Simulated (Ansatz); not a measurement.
**SnH+ (singlet): from Hartree-Fock to the top rungs, def2-TZVPP**

An exercise on one series of results from a longer session: the logs are not shown, and one member is left open.

Computed with Ansatz 0.2.0, Gaussian basis. Level: def2-TZVPP, core rule «outside noble gas», up to 9 orbitals frozen.

To be run: UHF; CCSD(T) on RHF; BCCD(T) on RHF; CISD; CCSDT(Q) on RHF; CASSCF and MRCISD+Q, 4 electrons in 5 orbitals; CASSCF and NEVPT2, 4 electrons in 5 orbitals; Full CI.

6 further runs of the same task are left out: 3 that didn't finish, 3 set aside as unsound or not needed. Runs told in other sessions of the task aren't counted.

## The system

The geometry is a PBE0/def2-TZVP stationary point (not a proven minimum) of the parent state, kept for this charge and spin. No spin-orbit coupling is included. Elements past krypton take def2 core potentials.

2 atoms, charge 1, spin multiplicity 1.

Atoms are counted from 1 here; the program's logs count them from 0.

Bond lengths: Sn1–H2 1.881 Å.

The first run:

in.yaml

```yaml
crystal:
  periodic: [false, false, false]
  atoms:
    - {symbol: Sn, position_ang: [0.000000, 0.000000, 0.000000]}
    - {symbol: H, position_ang: [0.000000, 0.000000, 1.881400]}
basis:
  gaussian: {orbitals: def2-TZVPP}
total_charge: 1
magnetization: {spin_polarized: true, initial_magnetization: 0}
hamiltonian: {xc: hf}
output: {orbitals: {seedname: orbitals}}
```

Launch:

```sh
$ ansatz run in.yaml --threads 1 --pin off --events-out ev --progress --plain --max-ram 2393MiB
```

Among the steps run: UHF; CCSD(T) on RHF; BCCD(T) on RHF; CISD; CCSDT(Q) on RHF; CASSCF and MRCISD+Q, 4 electrons in 5 orbitals; CASSCF and NEVPT2, 4 electrons in 5 orbitals; Full CI.

One table of the session follows, with a row left open; its other results are not shown here.

It belongs to the step «Misses and costs». 

| method | from FCI (meV) |
| --- | --- |
| RHF | +2161.0 |
| RMP2 | ? |
| CISD | +95.1 |
| RCCSD | +43.4 |
| RCCSD(T) | +9.5 |
| BCCD(T) | +9.5 |
| RCCSDT | +1.4 |
| RCCSDT(Q) | +0.3 |
| CASSCF valence | +932.3 |
| NEVPT2 valence | +281.7 |
| MRCISD valence | +25.0 |
| MRCISD+Q valence | +5.2 |
| FCI | 0 |

**Question.** Estimate the row for RMP2.

The run gave: from FCI (meV): +549.3. In the column «from FCI (meV)» it lies between NEVPT2 valence (+281.7) and CASSCF valence (+932.3).
